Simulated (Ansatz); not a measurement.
# GeH5Si: the cost of one run

Program: Ansatz 0.2.0, Gaussian basis. Level of theory: the settings change from run to run. These are calculated values, not measurements.

21 further runs of the same task are left out: 9 that didn't finish, 12 set aside as unsound or not needed. Runs told in other sessions of the task aren't counted.

## (1) The system

The geometry is a PBE0/def2-TZVP stationary point (not a proven minimum) of the parent state, kept for this charge and spin. No spin-orbit coupling is included. The filled d shell of Ge may be among the frozen orbitals whatever the setting's name suggests.

7 atoms, charge 0, spin multiplicity 4.

Atoms are counted from 1 here; the program's logs count them from 0.

Bond lengths: Si1–Ge2 2.372 Å, Si1–H3 1.489 Å, Si1–H4 1.489 Å, Ge2–H5 1.537 Å, Ge2–H6 1.541 Å, Ge2–H7 1.537 Å. Angles: Ge2–Si1–H3 113.5°, Ge2–Si1–H4 113.5°, H3–Si1–H4 109.6°, Si1–Ge2–H5 109.6°, Si1–Ge2–H6 112.2°, Si1–Ge2–H7 109.6°, H5–Ge2–H6 108.4°, H5–Ge2–H7 108.7°, H6–Ge2–H7 108.4°.

## (2) CCSD(T) on UHF/cc-pVDZ

in.yaml reads:

```yaml
crystal:
  periodic: [false, false, false]
  atoms:
    - {symbol: Si, position_ang: [-0.081543, 0.000000, 1.698859]}
    - {symbol: Ge, position_ang: [0.016230, 0.000000, -0.670868]}
    - {symbol: H, position_ang: [0.513083, -1.216854, 2.317500]}
    - {symbol: H, position_ang: [0.513083, 1.216854, 2.317500]}
    - {symbol: H, position_ang: [-0.694920, 1.249004, -1.215853]}
    - {symbol: H, position_ang: [1.466162, 0.000000, -1.192785]}
    - {symbol: H, position_ang: [-0.694920, -1.249004, -1.215853]}
basis:
  gaussian: {orbitals: cc-pVDZ}
magnetization: {spin_polarized: true, initial_magnetization: 3}
correlation: {method: ccsd_t, electrons: outside_noble_gas, diis_vectors: 4}
accuracy: high
```

The run is started by

```bash
> ansatz run in.yaml --threads 1 --pin off --events-out ev --progress --plain --max-ram 2393MiB
```

Q: Estimate wall time and peak memory on 1 thread of AMD EPYC 7B13, shared host.

About 83 s, with a peak of 0.36 GiB.
